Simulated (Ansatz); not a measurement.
# CuF: vertical spin-state energies

Program: Ansatz 0.2.0, Python API.

The cells in order, each with its output:

**Cell 1**
```python
import warnings

import ansatz as az
```

**Cell 2**
```python
GEOMETRY = """
F     0.91850   -0.35370    0.45580
Cu   -0.88910    0.29360   -0.45180
"""
```

**Cell 3**
```python
warnings.simplefilter("ignore", az.DeckWarning)
```

**Cell 4**
```python
mol = az.Crystal.molecule()
for line in GEOMETRY.strip().splitlines():
    symbol, *xyz = line.split()
    mol = mol.atom(symbol, [float(v) for v in xyz])
```

**Cell 5**
```python
setup = mol.calculation().basis(gaussian="def2-SVPD").functional("r2SCAN")
found = {}
for unpaired in [0, 2]:
    rep = setup.spin("collinear", total=unpaired).run(threads=1).report
    s = unpaired / 2
    found[unpaired] = rep["free_energy_ev"]
    print(f"2S+1 = {unpaired + 1}: E = {found[unpaired]:.5f} eV, <S^2> = {abs(rep['mean_field']['state']['spin_squared']):.3f} (pure state {s * (s + 1):.2f})")
lowest = min(found, key=found.get)
for unpaired, e in found.items():
    print(f"multiplicity {unpaired + 1}: {23.060548 * (e - found[lowest]):.1f} kcal/mol above the lowest")
```
Output:
```text
2S+1 = 1: E = -47346.86281 eV, <S^2> = 0.000 (pure state 0.00)
2S+1 = 3: E = -47345.35954 eV, <S^2> = 2.004 (pure state 2.00)
multiplicity 1: 0.0 kcal/mol above the lowest
multiplicity 3: 34.7 kcal/mol above the lowest
```

In order: multiplicity 1 (+0.00 eV) and multiplicity 3 (+1.50 eV), all at the one geometry.

Caveats:
- Total energies depend on the basis set; only differences at equal settings carry meaning.
- The geometry is a force-field or estimated start, not a minimum of this method, and the basis set is short of its limit. All parts are taken at fixed geometry, without zero-point energy.
- Hardware and time: 43 s on 1 thread of Arm Neoverse V1 (shared host), peak memory 0.22 GiB.

(Lines on the test bed's own set-up are left out of the output.)
